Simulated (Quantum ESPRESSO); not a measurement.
The system is HfMo.

```xyz
2
Lattice="1.6712 -2.4725 0.0000 1.6712 2.4725 0.0000 0.0000 0.0000 4.4470" Properties=species:S:1:pos:R:3 pbc="T T T"
Hf    0.0000    0.0000    0.0000
Mo    1.6712    0.0000    2.2235
```

The cell comes from a database or a generator and needn't be the stable form of this composition.

- Program: Quantum ESPRESSO 7.5
- Task: single point
- Functional: PBE
- Potentials or basis: SSSP 1.3 efficiency PBE
- Cutoff: 816 eV
- Density cutoff: 3265 eV
- k mesh: 10 × 10 × 6
- Occupations: fermi-dirac, width 0.05 eV
- Spin: no spin polarisation

On this cell: pressure 0.1 GPa; largest force under 0.003 eV/Å; band gap on the k mesh none (metal or under the smearing width).

The same run follows on a disturbed copy (atoms moved at random, drawn with an rms of 0.05 Å):

```
Hf Mo
1.0
     1.67120   -2.47247    0.00000
     1.67120    2.47247    0.00000
     0.00000    0.00000    4.44701
Hf Mo
1 1
Direct
  0.99106 0.98869 0.00228
  0.49411 0.49453 0.51419
```

Q: What does the disturbed cell give?

A: The energy (extrapolated to zero smearing) moves by +4.8 meV/atom; pressure 0.3 GPa; largest force 0.356 eV/Å; band gap on the k mesh none (metal or under the smearing width).

Forces in eV/Å, atoms in the order of the input:
```
Hf   0.100  0.015  0.341
Mo  -0.100 -0.015 -0.341
```

Stress tensor (GPa, compression positive):
```
 1.07  0.00  0.06
 0.00 -0.69  0.00
 0.06  0.00  0.57
```
